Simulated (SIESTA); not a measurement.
Crystal: AlIn2N3.

```xyz
12
Lattice="5.1481 -2.9629 0.0000 5.1481 2.9629 0.0000 0.0000 0.0000 5.5000" Properties=species:S:1:pos:R:3 pbc="T T T"
In    6.8146    1.9344    5.4292
In    3.4816    1.9344    5.4292
In    3.4816   -1.9344    2.6792
In    6.8146   -1.9344    2.6792
Al    5.1481   -0.9408    5.4407
Al    5.1481    0.9408    2.6907
N     5.1481   -0.7784    1.8550
N     5.1481    0.7784    4.6050
N     6.7019    1.8841    2.1210
N     3.5943    1.8841    2.1210
N     3.5943   -1.8841    4.8710
N     6.7019   -1.8841    4.8710
```

The cell comes from a database or a generator and needn't be the stable form of this composition.

- Program: SIESTA 5.4.2
- Task: single point
- Functional: PBE
- Potentials or basis: PseudoDojo 0.4 standard (PBE files)
- Basis: DZP (energy shift 0.003 Ry; two zetas on semicore shells)
- Grid cutoff: 800 Ry
- Energy shift: 0.003 Ry
- k mesh: 5 × 5 × 5
- Occupations: fermi-dirac, width 0.05 eV
- Spin: no spin polarisation

On this cell: pressure 2.1 GPa; largest force 0.086 eV/Å; band gap on the k mesh 0.97 eV, direct.

The same run follows on a disturbed copy (atoms moved at random, drawn with an rms of 0.05 Å):

```
In Al N
1.0
     5.14810   -2.96287    0.00000
     5.14810    2.96287    0.00000
     0.00000    0.00000    5.50004
In Al N
4 2 6
Direct
  0.34106 0.98781 0.98654
  0.01041 0.66729 0.98632
  0.65402 0.00903 0.48538
  0.98383 0.32895 0.49939
  0.66147 0.34072 0.98424
  0.34358 0.65902 0.47820
  0.62644 0.37320 0.33870
  0.37006 0.63553 0.84617
  0.32907 0.96579 0.38422
  0.04474 0.65675 0.38485
  0.66942 0.02772 0.88430
  0.97044 0.33490 0.88188
```

Q: What does the disturbed cell give?

A: The energy moves by +22.3 meV/atom; pressure 2.9 GPa; largest force 1.471 eV/Å; band gap on the k mesh 0.93 eV, direct.

Forces in eV/Å, atoms in the order of the input:
```
In  -0.266  0.376  0.123
In   0.145 -0.433  0.189
In   0.775 -0.596 -0.177
In   0.471  0.136 -1.198
Al  -0.091  0.110  0.591
Al  -0.284  0.000  1.443
N   -0.130 -1.070 -0.544
N   -0.213 -0.093 -1.118
N    0.405  0.383 -0.135
N   -1.008  1.006  0.048
N    0.401  0.319 -0.056
N   -0.203 -0.140  0.835
```

Stress tensor (GPa, compression positive):
```
 3.30 -0.74  0.51
-0.74  2.67 -0.02
 0.51 -0.02  2.57
```

Caveats: spin-orbit coupling is left out, which moves the levels of the heavy elements; the basis of atomic orbitals isn't converged, which shifts pressures, moduli and gaps.

